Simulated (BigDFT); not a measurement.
Molecule: C2F2H4, in a box.

```
C F H
1.0
    11.00000    0.00000    0.00000
     0.00000   12.00000    0.00000
     0.00000    0.00000   12.00000
C F H
2 2 4
Direct
  0.50260 0.56875 0.51436
  0.49758 0.44410 0.51174
  0.58644 0.40033 0.57735
  0.51760 0.40627 0.40643
  0.59152 0.59661 0.48530
  0.48801 0.59835 0.59924
  0.43221 0.60317 0.46042
  0.41084 0.40925 0.53988
```

```yaml
Program: BigDFT 1.9.6
Task: single point
Functional: PBE
Potentials_or_basis: GTH-PBE (C q4, F q7, H q1)
Grid_spacing: 0.27 bohr
Occupations: fixed
Spin: no spin polarisation
```

On this cell: largest force 1.002 eV/Å.

The same run follows on a disturbed copy (atoms moved at random, drawn with an rms of 0.05 Å):

```xyz
8
Lattice="11.0000 0.0000 0.0000 0.0000 12.0000 0.0000 0.0000 0.0000 12.0000" Properties=species:S:1:pos:R:3 pbc="T T T"
C     5.5268    6.7830    6.1221
C     5.4786    5.3679    6.1220
F     6.3866    4.8133    6.8879
F     5.7388    4.8955    4.8566
H     6.5067    7.1342    5.8455
H     5.3734    7.2113    7.1560
H     4.7758    7.1805    5.5524
H     4.5826    4.9629    6.4535
```

**Question.** What changes?

**Answer.** The energy moves by +59.7 meV/atom; largest force 4.074 eV/Å.

Forces in eV/Å, atoms in the order of the input:
```
C    1.478  2.384  2.954
C   -0.126 -0.933 -1.268
F    2.592 -1.132  2.084
F   -0.088 -0.400 -1.126
H    0.522  0.259 -0.554
H    0.011 -0.555 -0.598
H   -1.899  1.209 -1.827
H   -2.490 -0.833  0.334
```

Caveats: boundaries are free: the box only frames the coordinates; the noise in the forces, which the program reports and removes, is over 0.05 eV/Å, so forces are rough.
